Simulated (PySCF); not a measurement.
# CH6Ge: the cost of one run

Computed with PySCF 2.14.0 and routines of our own; the level stands in each step. Atoms count from 0.

## 1. The system as given

8 atoms, charge 0, multiplicity 1; geometry from: GFN2-xTB.

## 2. Geometry optimisation at PBE0-D3(BJ)/def2-SVP

The job: settings as JSON, then the geometry in Å.

```
{"job": {"xc": "PBE0", "basis": "def2-SVP", "d3": "d3bj", "grid": 1, "maxiter": 30, "shake": 0.01, "kind": "geom"}, "charge": 0, "multiplicity": 1}
C     -1.015320    -0.086120     0.038000
Ge     0.912400     0.051540    -0.037540
H     -1.485580     0.078730    -0.963660
H     -1.411270     0.703450     0.689820
H     -1.353740    -1.039620     0.393970
H      1.521940    -0.135550     1.312990
H      1.503460    -0.985200    -0.941080
H      1.383250     1.393610    -0.544970
```

Launch:

```
> OMP_NUM_THREADS=1 python heavy_run.py task.json out
```

This one command runs all jobs of the session in turn.

Q: Estimate the wall time and peak memory of this first job on 1 thread of Arm Neoverse N1, shared host.

About 14 s, with a peak of 0.33 GiB.
